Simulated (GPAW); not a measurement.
# Bi2Te3 (Tellurobismuthite) (R-3m) in GPAW: a series of runs, part 2 of 2

GPAW 26.7.0. The steps go on from the part before.

## (3) Fermi surface, optB88-vdW

run.py reads:

```python
import json
import numpy as np
from ase.dft.bandgap import bandgap
from ase.io import read, write
from gpaw import GPAW, PW

atoms = read('POSCAR')

calc = GPAW(mode=PW(600),
            xc={'name': 'optB88-vdW', 'backend': 'libvdwxc'},
            kpts={'size': (6, 6, 6), 'gamma': True},
            occupations={'name': 'fermi-dirac', 'width': 0.05},
            setups={'Te': '16'},
            nbands=-15,
            convergence={'density': 1e-05, 'energy': 1e-05},
            maxiter=60,
            legacy_gpaw=True,
            txt='gpaw.txt')
atoms.calc = calc
energy = atoms.get_potential_energy()
forces = atoms.get_forces()
calc.write('gs.gpw')
write('result.traj', atoms)
print(f'Energy: {energy:.6f} eV')
print('Forces (eV/A):')
print(forces.round(4))
print('Fermi level:', round(calc.get_fermi_level(), 4), 'eV')
print(f'Gap: {bandgap(calc)[0]:.4f} eV, direct: {bandgap(calc, direct=True)[0]:.4f} eV')

size = (10, 10, 10)
dense = calc.fixed_density(kpts={'size': size, 'gamma': True}, update_fermi_level=True,
                           convergence={'bands': 'CBM+2.0', 'eigenstates': 1e-7}, txt='dense.txt')
ef = dense.get_fermi_level()
index = np.round(dense.get_bz_k_points() * size).astype(int) % size
recip = 2 * np.pi * atoms.cell.reciprocal()
sheets = []
for s, e_kn in enumerate(dense.eigenvalues()):
    for n in range(e_kn.shape[1] - 2):
        if e_kn[:, n].min() < ef < e_kn[:, n].max():
            e = np.empty(size)
            e[tuple(index.T)] = e_kn[dense.get_bz_to_ibz_map(), n] - ef
            de = np.array([(np.roll(e, -1, c) - np.roll(e, 1, c)) * size[c] / 2 for c in range(3)])
            v = np.linalg.norm(np.einsum('vc,cxyz->vxyz', np.linalg.inv(recip), de), axis=0)
            w = np.exp(-(e / 0.1)**2) / (0.1 * np.pi**0.5)
            sheets.append({'spin': s, 'band': n, 'filled': (e < 0).mean(), 'dos': w.mean(), 'bottom': e.min(), 'top': e.max(),
                           'velocity': (w * v).sum() / w.sum() * 1.519267e5, 'slice': e[:, :, 0].round(3).tolist()})
            print(f'spin {s} band {n}: filled share {sheets[-1]["filled"]:.3f}, from {e.min():.3f} to {e.max():.3f} eV,',
                  f'{w.mean():.3f} states/eV, mean velocity {sheets[-1]["velocity"]:.3e} m/s')
print('Fermi level on the dense mesh:', round(ef, 4), 'eV,', len(sheets), 'sheets')
json.dump({'ef': ef, 'sheets': sheets}, open('fermi.json', 'w'))
```

POSCAR reads:

```
Bi2Te3
1.0
    2.1930000000      1.2661291403     10.1656666667
   -2.1930000000      1.2661291403     10.1656666667
    0.0000000000     -2.5322582807     10.1656666667
Bi Te
2 3
Direct
    0.6000000000      0.6000000000      0.6000000000
    0.4000000000      0.4000000000      0.4000000000
    0.7905000000      0.7905000000      0.7905000000
    0.2095000000      0.2095000000      0.2095000000
    0.0000000000      0.0000000000      0.0000000000
```

Potentials or basis: GPAW PAW data sets (gpaw-data 1.2.1), other valence, pw.

Run with:

```
$ OMP_NUM_THREADS=1 python run.py
```

gpaw.txt:

```text
___ ___ ___ _ _ _
 |   |   |_  | | | |
 | | | | | . | | | |
 |__ |  _|___|_____|  26.7.0
 |___|_|

Input parameters:
  convergence: {density: 1e-05,
                energy: 1e-05}
  kpts: {gamma: True,
         size: (6, 6, 6)}
  maxiter: 60
  mode: {ecut: 600.0,
         name: pw}
  nbands: -15
  occupations: {name: fermi-dirac,
                width: 0.05}
  setups: {Te: 16}
  xc: {backend: libvdwxc,
       name: optB88-vdW}

System changes: positions, numbers, cell, pbc, initial_charges, initial_magmoms

Initialize ...

species:
  Bi:
    name:    Bismuth
    Z:       83.0
    valence: 15
    core:    68
    charge:  0.0  # [|e|]
    compensation charges:
      type: gauss
      rc: 0.38  # [Å]
      lmax: 2
    cutoffs:
      filter: 2.23  # [Å]
      core: 2.33  # [Å]
    projectors
    | kind |    occ | energy [eV] | rcut [Å] |
    |------|--------|-------------|----------|
    |   6s |  2.000 |     -14.385 |    1.286 |
    |   6p |  3.000 |      -4.580 |    1.275 |
    |   5d | 10.000 |     -27.119 |    1.349 |
    |    s |        |      12.827 |    1.286 |
    |    p |        |      22.631 |    1.275 |
    |    d |        |       0.093 |    1.349 |

    Using partial waves for Bi as LCAO basis

  Te:
    name:    Tellurium
    Z:       52.0
    valence: 16
    core:    36
    charge:  0.0  # [|e|]
    compensation charges:
      type: gauss
      rc: 0.37  # [Å]
      lmax: 2
    cutoffs:
      filter: 2.06  # [Å]
      core: 2.12  # [Å]
    projectors
    | kind |    occ | energy [eV] | rcut [Å] |
    |------|--------|-------------|----------|
    |   5s |  2.000 |     -15.088 |    1.164 |
    |   5p |  4.000 |      -5.955 |    1.164 |
    |   4d | 10.000 |     -41.660 |    1.164 |
    |    s |        |      12.123 |    1.164 |
    |    p |        |      21.256 |    1.164 |
    |    d |        |     -14.449 |    1.164 |

    Using partial waves for Te as LCAO basis

Reference energy: -1724068.816217  # eV

Spin-paired calculation

Convergence criteria:
 Maximum [total energy] change in last 3 cyles: 1e-05 eV / valence electron
 Maximum integral of absolute [dens]ity change: 1e-05 electrons / valence electron
 Maximum integral of absolute [eigenst]ate change: 4e-08 eV^2 / valence electron
 Maximum number of scf [iter]ations: 60
 (Square brackets indicate name in SCF output, whereas a 'c' in
 the SCF output indicates the quantity has converged.)

Symmetries present (total): 12

  ( 1  0  0)  ( 1  0  0)  ( 0  1  0)  ( 0  1  0)  ( 0  0  1)  ( 0  0  1)
  ( 0  1  0)  ( 0  0  1)  ( 1  0  0)  ( 0  0  1)  ( 1  0  0)  ( 0  1  0)
  ( 0  0  1)  ( 0  1  0)  ( 0  0  1)  ( 1  0  0)  ( 0  1  0)  ( 1  0  0)

  ( 0  0 -1)  ( 0  0 -1)  ( 0 -1  0)  ( 0 -1  0)  (-1  0  0)  (-1  0  0)
  ( 0 -1  0)  (-1  0  0)  ( 0  0 -1)  (-1  0  0)  ( 0  0 -1)  ( 0 -1  0)
[... 22 lines left out ...]
  Using FFTW library
  ScaLapack parameters: grid=1x1, blocksize=None
  Wavefunction extrapolation:
    Improved wavefunction reuse through dual PAW basis

Occupation numbers: Fermi-Dirac:
  width: 0.0500  # eV

Eigensolver
   Davidson(niter=2)

Densities:
  Coarse grid: 60*60*60 grid
  Fine grid: 120*120*120 grid
  Total Charge: 0.000000

Density mixing:
  Method: separate
  Backend: msr1
  Linear mixing parameter: 0.05
  old densities: 10
  Width of damping distribution: 1.1
  Damping of long wavelength oscillations: 20

Hamiltonian:
  XC and Coulomb potentials evaluated on a 120*120*120 grid
  Using the optB88 Exchange-Correlation functional
  External potential:
    NoExternalPotential

XC parameters: optB88 with libvdwxc
  Mode: serial
  Semilocal: GGA_X_OPTB88_VDW+LDA_C_PW with 2 nearest neighbor stencil
  Corresponding non-local functional: vdW-DF
  Local blocksize: 120 x 120 x 120
  PAW datasets: PBE

Number of atoms: 5
Number of atomic orbitals: 45
Number of bands in calculation: 54
Number of valence electrons: 78
Bands to converge: occupied

... initialized

Initializing position-dependent things.

Density initialized from atomic densities
Creating initial wave functions:
  45 bands from LCAO basis set
  9 bands from random numbers

       Te

       Bi

       Bi

       Te

       Te

Atomic positions and initial magnetic moments

Positions:
   0 Bi     0.000000   -0.000000   18.298200    ( 0.0000,  0.0000,  0.0000)
   1 Bi     0.000000   -0.000000   12.198800    ( 0.0000,  0.0000,  0.0000)
   2 Te     0.000000   -0.000000   24.107879    ( 0.0000,  0.0000,  0.0000)
   3 Te     0.000000   -0.000000    6.389122    ( 0.0000,  0.0000,  0.0000)
   4 Te     0.000000    0.000000    0.000000    ( 0.0000,  0.0000,  0.0000)

Unit cell:
           periodic     x           y           z      points  spacing
  1. axis:    yes    2.193000    1.266129   10.165667    60     0.0628
  2. axis:    yes   -2.193000    1.266129   10.165667    60     0.0628
  3. axis:    yes    0.000000   -2.532258   10.165667    60     0.0628

  Lengths:  10.476312  10.476312  10.476312
  Angles:   24.166112  24.166112  24.166112

Effective grid spacing dv^(1/3) = 0.0922

iter:   1  -241.470903
iter:   2  -241.402167   -2.18  -1.51
iter:   3  -241.378136   -2.51  -1.56
iter:   4  -241.304728   -2.98  -1.79
iter:   5  -241.282084   -3.53  -2.09
iter:   6  -241.284924   -3.83  -2.47
iter:   7  -241.284893   -4.88  -3.04
iter:   8  -241.284929c  -5.15  -3.21
iter:   9  -241.284929c  -6.13  -3.82
iter:  10  -241.284931c  -6.40  -4.15
iter:  11  -241.284931c  -7.91c -4.65
iter:  12  -241.284931c  -7.93c -4.99
iter:  13  -241.284931c  -8.43c -5.20c

Converged after 13 iterations.

Dipole moment: (-0.000000, 0.000000, -0.000000) |e|*Ang

Energy contributions relative to reference atoms: (reference = -1724068.816217)

Kinetic:        +62.245283
Potential:      -56.858658
External:        +0.000000
XC:            -241.935186
Entropy (-ST):   -0.000301
Local:           -4.736220
SIC:             +0.000000
--------------------------
Free energy:   -241.285081
Extrapolated:  -241.284931

Non-local optB88 correlation energy: 4.342885
Semilocal GGA_X_OPTB88_VDW+LDA_C_PW energy: -388.965624
(Not including atomic contributions)
Showing only first 2 kpts
 Kpt  Band  Eigenvalues  Occupancy
  0    37      5.02039    2.00000
  0    38      5.93682    1.85096
  0    39      6.18832    0.15019
  0    40      6.47459    0.00053

  1    37      5.11503    2.00000
  1    38      5.45352    1.99999
  1    39      6.68953    0.00001
  1    40      7.17418    0.00000

Fermi level: 6.06278

Gap: 0.252 eV
Transition (v -> c):
  (s=0, k=0, n=38, [0.00, 0.00, 0.00]) -> (s=0, k=0, n=39, [0.00, 0.00, 0.00])
No difference between direct/indirect transitions

Forces in eV/Ang:
  0 Bi    0.00000   -0.00000    0.01582
  1 Bi   -0.00000    0.00000   -0.01582
  2 Te    0.00000   -0.00000    0.10587
  3 Te    0.00000    0.00000   -0.10587
  4 Te    0.00000    0.00000   -0.00000

Writing to gs.gpw (mode='')
```

stdout:

```text
Energy: -241.284931 eV
Forces (eV/A):
[[ 0.     -0.      0.0158]
 [-0.      0.     -0.0158]
 [ 0.     -0.      0.1059]
 [ 0.      0.     -0.1059]
 [ 0.      0.     -0.    ]]
Fermi level: 6.0628 eV
Gap: 0.2515 eV, direct: 0.2515 eV
Fermi level on the dense mesh: 6.0639 eV, 0 sheets
```

dense.txt:

```text
___ ___ ___ _ _ _
 |   |   |_  | | | |
 | | | | | . | | | |
 |__ |  _|___|_____|  26.7.0
 |___|_|

Input parameters:
  convergence: {bands: CBM+2.0,
                eigenstates: 1e-07}
  gpts: [60 60 60]
  kpts: {gamma: True,
         size: (10, 10, 10)}
  maxiter: 60
  mode: {ecut: 600.0,
[... 211 lines left out ...]
Semilocal GGA_X_OPTB88_VDW+LDA_C_PW energy: -388.965590
(Not including atomic contributions)
Showing only first 2 kpts
 Kpt  Band  Eigenvalues  Occupancy
  0    37      5.02039    2.00000
  0    38      5.93682    1.85390
  0    39      6.18832    0.15321
  0    40      6.47459    0.00054

  1    37      5.35487    2.00000
  1    38      5.46233    1.99999
  1    39      6.52850    0.00018
  1    40      6.95211    0.00000

Fermi level: 6.06386

Gap: 0.252 eV
Transition (v -> c):
  (s=0, k=0, n=38, [0.00, 0.00, 0.00]) -> (s=0, k=0, n=39, [0.00, 0.00, 0.00])
No difference between direct/indirect transitions
```

It took 31 min on 1 thread of Arm Neoverse V2, shared host; peak memory 2.1 GiB.

Results:

- Free energy: -241.2851 eV
- Largest force: 0.106 eV/Å
- Band gap on the k mesh: 0.25 eV, direct

Forces on the atoms (eV/Å):
```
Bi   0.000  0.000  0.016
Bi   0.000  0.000 -0.016
Te   0.000  0.000  0.106
Te   0.000  0.000 -0.106
Te   0.000  0.000  0.000
```

Levels at points of the mesh, in eV from the valence-band top:
```
           k point  band 37  band 38  band 39  band 40  band 41  band 42
(0.00, 0.00, 0.00)    -0.92    -0.92     0.00     0.25     0.54     0.54
(0.50, 0.00, 0.00)    -2.44    -0.97    -0.52     0.50     0.93     2.65
(0.50, 0.50, 0.00)    -1.85    -1.59    -0.99     0.75     1.45     1.95
(0.50, 0.50, 0.50)    -1.20    -1.20    -0.47     0.80     1.04     1.04
```

Caveat: the PAW data sets were made with another functional, which shifts forces and pressure a little; spin-orbit coupling is left out, which as a rule narrows the gap of such compounds by several tenths of an eV. A k mesh can miss the band edges.
